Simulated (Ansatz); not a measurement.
Working through vertical energies of changing the electron count of CI (charge +1)

With Ansatz's Python interface.

Run as a notebook:

In [1]:
```python
import ansatz
```

In [2]:
```python
BASIS = "def2-SVPD"
XC = "r2scan0"
```

In [3]:
```python
def energy_of(molecule, charge=0, unpaired=0):
    calc = molecule.calculation().basis(gaussian=BASIS).functional(XC)
    if charge:
        calc = calc.charge(charge)
    if unpaired:
        calc = calc.spin("collinear", total=unpaired)
    report = calc.run(threads=1, pin="off").report
    if report["published_state_doubts"]:
        print("  doubts:", report["published_state_doubts"])
    return report["free_energy_ev"]
```

In [4]:
```python
geometry_ang = [
    ("C", [0.0, 0.0, 0.0]),
    ("I", [0.0, 0.0, 2.12]),
]
ci = ansatz.Crystal.molecule()
for symbol, xyz in geometry_ang:
    ci = ci.atom(symbol, xyz)
```

In [5]:
```python
# total-energy differences at one geometry
parent = energy_of(ci, 1, 0)
cation = energy_of(ci, 2, 1)
print(f"E(N)   = {parent:.5f} eV")
print(f"E(N-1) = {cation:.5f} eV  (1 unpaired)")
print(f"vertical ionisation energy {cation - parent:.3f} eV")
anion = energy_of(ci, 0, 1)
print(f"E(N+1) = {anion:.5f} eV  (1 unpaired)")
print(f"vertical electron affinity {parent - anion:.3f} eV" + ("" if anion < parent else " (unbound in this basis)"))
print(f"fundamental gap IP - EA = {cation + anion - 2 * parent:.3f} eV")
```
```text
E(N)   = -9124.13395 eV
E(N-1) = -9105.55843 eV  (1 unpaired)
vertical ionisation energy 18.576 eV
E(N+1) = -9133.54462 eV  (1 unpaired)
vertical electron affinity 9.411 eV
fundamental gap IP - EA = 9.165 eV
```

At this unrelaxed geometry removing an electron costs 18.58 eV and adding one releases 9.41 eV.

Total energies depend on the basis set; only differences at equal settings carry meaning. The geometry is a force-field or estimated start, not a minimum of this method, and the basis set is short of its limit. All parts are taken at fixed geometry, without zero-point energy. At an unrelaxed start these energies can be a whole eV from those at the minimum, and a small affinity can change sign. def2 sets replace the cores of elements past krypton by effective core potentials. The expectation value of S² is noticeably off S(S+1) in at least one run, so that state is spin-contaminated. The spin state was assumed, and another may lie lower. Wall time of the script: 26 s on 1 thread of Arm Neoverse V1, on a shared host, peak memory 0.22 GiB.
